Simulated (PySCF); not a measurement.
# F3H2OY (Y(F)3(H2O)): the cost of one run

Computed with PySCF 2.14.0. Level: PBE0, Y def2-SVP with ECP28, F def2-SVP, O def2-SVP, H def2-SVP; scalar-relativistic core potentials, no spin–orbit coupling.

1 further run of the same task is left out (for a known fault of the program).

## Step 1: The starting structure

7 atoms, charge 0, spin multiplicity 1.

Bond lengths: Y1–F2 2.047 Å, Y1–F3 2.047 Å, Y1–F4 2.047 Å, Y1–O5 2.400 Å, O5–H6 0.970 Å, O5–H7 0.970 Å. Angles: F2–Y1–F3 109.5°, F2–Y1–F4 109.5°, F2–Y1–O5 109.5°, F3–Y1–F4 109.5°, F3–Y1–O5 109.5°, F4–Y1–O5 109.5°, Y1–O5–H6 127.5°, Y1–O5–H7 127.5°, H6–O5–H7 105.1°.

Coordinates:

| atom | x (Å) | y (Å) | z (Å) |
| --- | --- | --- | --- |
| Y1 | 0.0000 | 0.0000 | 0.0000 |
| F2 | 1.1817 | 1.1817 | 1.1817 |
| F3 | -1.1817 | -1.1817 | 1.1817 |
| F4 | 1.1817 | -1.1817 | -1.1817 |
| O5 | -1.3856 | 1.3856 | -1.3856 |
| H6 | -1.7263 | 2.2707 | -1.1818 |
| H7 | -1.7263 | 1.1818 | -2.2707 |

Formal oxidation states: Y +3.

## Step 2: SCF at the start, singlet

run.py (the lines that set the calculation) reads:

```python
mol = gto.M(atom='''
Y      0.00000     0.00000     0.00000
F      1.18170     1.18170     1.18170
F     -1.18170    -1.18170     1.18170
F      1.18170    -1.18170    -1.18170
O     -1.38560     1.38560    -1.38560
H     -1.72630     2.27070    -1.18180
H     -1.72630     1.18180    -2.27070''',
    basis={'Y': 'def2-SVP', 'F': 'def2-SVP', 'O': 'def2-SVP', 'H': 'def2-SVP'},
    ecp={'Y': 'def2-SVP'},
    charge=0, spin=0)
mf = dft.RKS(mol, xc='PBE0')
mf.grids.atom_grid = (50, 194)
mf = mf.density_fit()  # fitting sets: Y def2-universal-JKFIT, F def2-universal-JKFIT, O def2-universal-JKFIT, H def2-universal-JKFIT
mf.conv_tol = 1e-08; mf.max_cycle = 55
mf.kernel(dm0)  # dm0: free metal ions and neutral atoms
```

Command:

```bash
$ OMP_NUM_THREADS=2 python run.py
```

Q: Estimate wall time and peak memory on 2 threads of Arm Neoverse V2, shared host.

About 2.1 s, with a peak of 0.47 GiB.
